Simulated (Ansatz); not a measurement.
# CH₇NOSSi: up Jacob's ladder to CCSD(T)

The task here is to estimate one member of a computed series from the others.

Program: Ansatz 0.2.0, Gaussian basis. Level of theory: functionals in def2-TZVPP, the program's frozen cores in correlated methods. These are calculated values, not measurements.

Plan: PBE-D4, r2SCAN-D4, PBE0-D4, B3LYP-D4, ωB97X-V, ωB97M-V, B2PLYP; CCSD(T)/def2-TZVPP; MP2/def2-QZVPP; extrapolation to the limit.

**The geometry**

The geometry comes from an earlier relaxation with PBE0-D4 in a triple-zeta def2 set; it is a stationary point, not always the lowest conformer.

SMILES `OCN[SiH2]S`, 12 atoms, charge 0, spin multiplicity 1.

Atoms are counted from 1 here; the program's logs count them from 0.

Bond lengths: O1–C2 1.405 Å, O1–H6 0.965 Å, C2–N3 1.438 Å, C2–H7 1.099 Å, C2–H8 1.092 Å, N3–Si4 1.711 Å, N3–H9 1.009 Å, Si4–S5 2.164 Å, Si4–H10 1.483 Å, Si4–H11 1.481 Å, S5–H12 1.342 Å. Angles: C2–O1–H6 107.4°, O1–C2–N3 114.2°, O1–C2–H7 111.1°, O1–C2–H8 105.5°, N3–C2–H7 107.7°, N3–C2–H8 110.4°, H7–C2–H8 107.8°, C2–N3–Si4 121.7°, C2–N3–H9 113.2°, Si4–N3–H9 118.2°, N3–Si4–S5 113.3°, N3–Si4–H10 110.9°, N3–Si4–H11 106.9°, S5–Si4–H10 104.7°, S5–Si4–H11 108.7°, H10–Si4–H11 112.5°, Si4–S5–H12 94.2°.

The first run:

in.yaml reads:

```yaml
crystal:
  periodic: [false, false, false]
  atoms:
    - {symbol: O, position_ang: [-1.249720, 0.617875, 1.565974]}
    - {symbol: C, position_ang: [0.062146, 0.128933, 1.449973]}
    - {symbol: N, position_ang: [0.214377, -0.924231, 0.482220]}
    - {symbol: Si, position_ang: [0.493529, -0.591970, -1.173042]}
    - {symbol: S, position_ang: [-0.901610, 0.837524, -2.005753]}
    - {symbol: H, position_ang: [-1.511437, 0.950396, 0.698605]}
    - {symbol: H, position_ang: [0.761732, 0.932899, 1.180734]}
    - {symbol: H, position_ang: [0.330897, -0.227147, 2.446706]}
    - {symbol: H, position_ang: [-0.297699, -1.760591, 0.720888]}
    - {symbol: H, position_ang: [1.827281, 0.024132, -1.372212]}
    - {symbol: H, position_ang: [0.348708, -1.874126, -1.899146]}
    - {symbol: H, position_ang: [-0.001306, 1.831108, -2.060947]}
basis:
  gaussian: {orbitals: def2-TZVPP}
hamiltonian: {xc: pbe, dispersion: d4}
output: {forces: true, orbitals: {seedname: orbitals}}
```

Run with:

```sh
> ansatz run in.yaml --threads 4 --pin off --events-out ev --progress --plain --max-ram 10444MiB
```

Among the steps run: PBE-D4 (GGA); r2SCAN-D4 (meta-GGA); PBE0-D4 (hybrid); B3LYP-D4 (hybrid); ωB97X-V (range-separated); ωB97M-V (range-separated); B2PLYP (double hybrid); CCSD(T) in def2-TZVPP; MP2 in def2-QZVPP.

One of the session's tables, all rows but one given; the rest of the session is left out.

It belongs to the step «Atomisation energies». 

| method | atomisation energy (kJ/mol) |
| --- | --- |
| PBE-D4 | 4229.1 |
| r2SCAN-D4 | 4155.7 |
| PBE0-D4 | 4148.7 |
| B3LYP-D4 | 4157.5 |
| ωB97X-V | 4185.8 |
| ωB97M-V | 4183.1 |
| B2PLYP | ? |
| HF/def2-TZVPP | 2899.7 |
| MP2/def2-TZVPP | 4089.4 |
| CCSD/def2-TZVPP | 3971.4 |
| CCSD(T)/def2-TZVPP | 4036.4 |
| MP2/CBS | 4220.0 |
| CCSD(T)/CBS | 4167.0 |

Estimate the missing values for B2PLYP.

**Answer.** atomisation energy (kJ/mol): 4101.8. In the column «atomisation energy (kJ/mol)» it lies between MP2/def2-TZVPP (4089.4) and PBE0-D4 (4148.7).
